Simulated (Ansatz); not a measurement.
# CH3OTe (charge -1): molecular dynamics

The plan is to follow the molecule's vibrations and see whether its bonds hold. The start is relaxed first. Runs: 500 steps of 0.5 fs under a Nosé-Hoover thermostat, set from 300 K to 10 K by a schedule. SMILES of the start: C[Te][O-].

Method: RHF/def2-SVP, in Ansatz 0.2.0.

## 1. The starting structure

Bond lengths: C1–Te2 2.179 Å, Te2–O3 1.908 Å, C1–H4 1.085 Å, C1–H5 1.085 Å, C1–H6 1.087 Å. Angles: C1–Te2–O3 101.6°, Te2–C1–H4 111.5°, Te2–C1–H5 111.5°, Te2–C1–H6 108.3°, H4–C1–H5 108.2°, H4–C1–H6 108.6°, H5–C1–H6 108.7°.

Structure file:

```xyz
6

C    -0.3523    0.4956   -0.2906
Te    0.1006   -0.8601    1.3545
O     1.5723   -1.8453    0.6441
H    -0.6378   -0.0459   -1.1860
H     0.4979    1.1245   -0.5319
H    -1.1807    1.1312    0.0099
```

## 2. Relaxing the start

File input.yaml:

```yaml
crystal:
  periodic: [false, false, false]
  atoms:
    - { symbol: C, position_ang: [-0.35226, 0.49562, -0.29063] }
    - { symbol: Te, position_ang: [0.1006, -0.86006, 1.35454] }
    - { symbol: O, position_ang: [1.57229, -1.84534, 0.64414] }
    - { symbol: H, position_ang: [-0.63775, -0.04589, -1.18601] }
    - { symbol: H, position_ang: [0.49785, 1.12448, -0.53193] }
    - { symbol: H, position_ang: [-1.18074, 1.1312, 0.00989] }
total_charge: -1
basis:
  gaussian: { orbitals: def2-SVP }
hamiltonian:
  xc: hf
relax:
  f_tol: 0.02
  max_steps: 40
output:
  orbitals: {}
```

Launch:

```sh
$ ansatz run input.yaml --threads 1 --pin off --max-ram 2048MiB --backend cpu --events-out ev --progress --plain --runs-dir out
```

After this run come: The run.

Before running it: what results should come out? Wanted: relaxation of the start; temperature, first and last step; temperature, second half; potential energy, second half; largest change of the conserved energy; bonds formed or broken.

The runs gave:

| quantity | value |
| --- | --- |
| relaxation of the start | 2 moves, 0.008 eV lower |
| length | 500 steps of 0.5 fs |
| temperature, first and last step | 300 and 166 K |
| temperature, second half | mean 152 K, from 20 to 273 K |
| potential energy, second half | +15 meV/atom from the start |
| largest change of the conserved energy | 0.07 meV/atom |
| bonds formed or broken | 0 |

In words: The set-point goes from 300 to 10 K in 250 fs, and the last tenth of the run averages 112 K. Such a rate, of order 10^15 K/s, is far beyond any furnace or quench, and the atoms lag the set-point. The conserved energy strays from its start by at most 0.07 meV/atom, 0.6 % of the mean kinetic energy, which is good for a step of 0.5 fs. No bond forms or breaks. 250 fs on 6 atoms is far too short and small for converged averages. The nuclei move classically, without zero-point motion, which matters most for hydrogen.
